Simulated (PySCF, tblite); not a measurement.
**C7H11 radical: geometry, infrared bands and EPR parameters**

Wanted: the infrared bands and EPR parameters of C7H11 radical (`CCC#C[CH]CC`), by calculation.

The runs use tblite 0.8.0 and PySCF 2.14.0, with density-fitted response routines of our own; the level of theory stands in each step. All values are computed, except where a source is named. Atoms are numbered from 0 throughout.

**1. The molecule as given**

18 atoms, charge 0, multiplicity 2; geometry from: force field or distance geometry start.

Bonds of the start (Å): C0–C1 1.52, C1–C2 1.45, C2–C3 1.21, C3–C4 1.41, C4–C5 1.50, C5–C6 1.52, C0–H7 1.09, C0–H8 1.10, C0–H9 1.09, C1–H10 1.11, C1–H11 1.09, C4–H12 1.09, C5–H13 1.09, C5–H14 1.09, C6–H15 1.08, C6–H16 1.10, C6–H17 1.10.

**2. Geometry optimisation with GFN2-xTB**

Job settings and geometry (Å):

```
{"job": {"kind": "relax", "xc": "GFN2-xTB", "basis": "xTB"}, "charge": 0, "multiplicity": 2}
C      2.832400    -1.524000    -0.135000
C      2.581800    -0.493100     0.953600
C      1.218400     0.005800     0.933300
C      0.082500     0.431800     0.894800
C     -1.248200     0.912400     0.877000
C     -2.325700     0.265500     0.053700
C     -2.722300     1.137200    -1.128800
H      3.860300    -1.884000    -0.091100
H      2.156700    -2.382800    -0.025400
H      2.650600    -1.086500    -1.120500
H      2.786900    -0.957300     1.936100
H      3.287000     0.330200     0.845700
H     -1.492400     1.804100     1.453700
H     -3.189200     0.093400     0.693600
H     -1.995200    -0.705700    -0.304800
H     -1.878800     1.304700    -1.786400
H     -3.093600     2.112700    -0.789500
H     -3.519900     0.641700    -1.698100
```

Launch:

```
> OMP_NUM_THREADS=1 python probes_run.py task.json out
```

One launch serves the whole session: the jobs run in the order shown.

**Question.** This job is followed by: GFN2-xTB harmonic vibrations, gas phase; UKS B3LYP, pcH-1 on C H, non-relativistic, mean-field spin-orbit, GIAO. What will the session give for the following? strongest single infrared mode (GFN2-xTB); zero-point energy (GFN2-xTB); g(iso) (B3LYP); ⟨S²⟩; largest a(iso) (averaged by class); surface potential, 1st and 99th percentile.

As calculated:

```
                                 quantity                 value
strongest single infrared mode (GFN2-xTB)  3032 cm⁻¹, 74 km/mol
             zero-point energy (GFN2-xTB)         96.4 kcal/mol
                           g(iso) (B3LYP)               2.00267
                                     ⟨S²⟩    0.767 (exact 0.75)
       largest a(iso) (averaged by class)   13C on C4, 65.7 MHz
    surface potential, 1st and 99th percentile    -0.82 V and 0.71 V
```

What this shows: Over 32 steps the energy fell by 0.094 eV; of the close pairs, C3–C4 changed most, 1.415 to 1.358 Å. No mode is imaginary among the 48: a minimum at this level. Unscaled tight-binding wavenumbers are off by several per cent, some by more. Its intensities can rank the bands wrongly. The largest share of the spin, 0.76 e, sits on C4. The isotropic g lies 0.4 ppt above the free-electron value.
